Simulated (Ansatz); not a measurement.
ScIr, space group Pm-3m, a supercell folding check

Program: the Python package of Ansatz (0.2.0).

`fold_scir.py`
```python
"""A supercell of ScIr must give the energy of the small cell."""

import warnings

import ansatz as az
from ase import Atoms


def main() -> None:
    warnings.simplefilter("ignore", az.DeckWarning)

    atoms = Atoms(
        ["Sc", "Ir"],
        scaled_positions=[
            [0.5, 0.5, 0.5],
            [0.0, 0.0, 0.0],
        ],
        cell=[
            [3.206, 0.0, 0.0],
            [0.0, 3.206, 0.0],
            [0.0, 0.0, 3.206],
        ],
        pbc=True,
    )
    xtal = az.Crystal.from_ase(atoms)

    # the mesh shrinks as the cell grows, so that all cells sample the same points
    mesh = (6, 6, 6)
    rows = []
    for repeats in [(1, 1, 1), (1, 1, 2)]:
        model = (
            xtal.supercell(*repeats).calculation()
            .functional("PBEsol")
            .basis(420)
            .occupations("methfessel_paxton")
            .kpoints(*(k // n for k, n in zip(mesh, repeats)))
        )
        r = model.run(threads=1).report
        n = len(r["lattice"]["sites"])
        rows.append((repeats, n, r["free_energy_ev"] / n, r["fermi_energy_ev"], r["n_kpoints"], r["n_symmetry_ops"]))
    print("       repeats           atoms       F/atom eV  Fermi level eV        k-points  symmetry operations")
    for row in rows:
        print(f"{str(row[0]):>14s}  {row[1]:14d}  {row[2]:14.5f}  {row[3]:14.4f}  {row[4]:14d}  {row[5]:19d}")


if __name__ == "__main__":
    main()
```

`python fold_scir.py` gives:
```text
       repeats           atoms       F/atom eV  Fermi level eV        k-points  symmetry operations
     (1, 1, 1)               2     -6956.13621         17.9566              20                   48
     (1, 1, 2)               4     -6956.13621         17.9566              20                   32
```

Notes:
- Absolute energies stand on the zero of these potentials, so only differences at equal settings mean something.
- For a metal this k-point mesh is coarse: on a finer one energies can move by several to tens of meV an atom and pressures by half a GPa or more, differences at one mesh by less.
- Spin-orbit coupling, which matters for elements this heavy, is left out.
- The starting cell is as deposited in a crystallographic database; the results hold for this polymorph, which needn't be the stable one.
- The count of operations in a supercell holds its pure translations too, and an uneven repeat can lower the point group.
- Run time: 2.3 s on 1 thread of Intel(R) Xeon(R) Platinum 8488C (Sapphire Rapids), on a shared host, peak memory 0.44 GiB.

(Lines on the test bed's own set-up are left out of the output.)
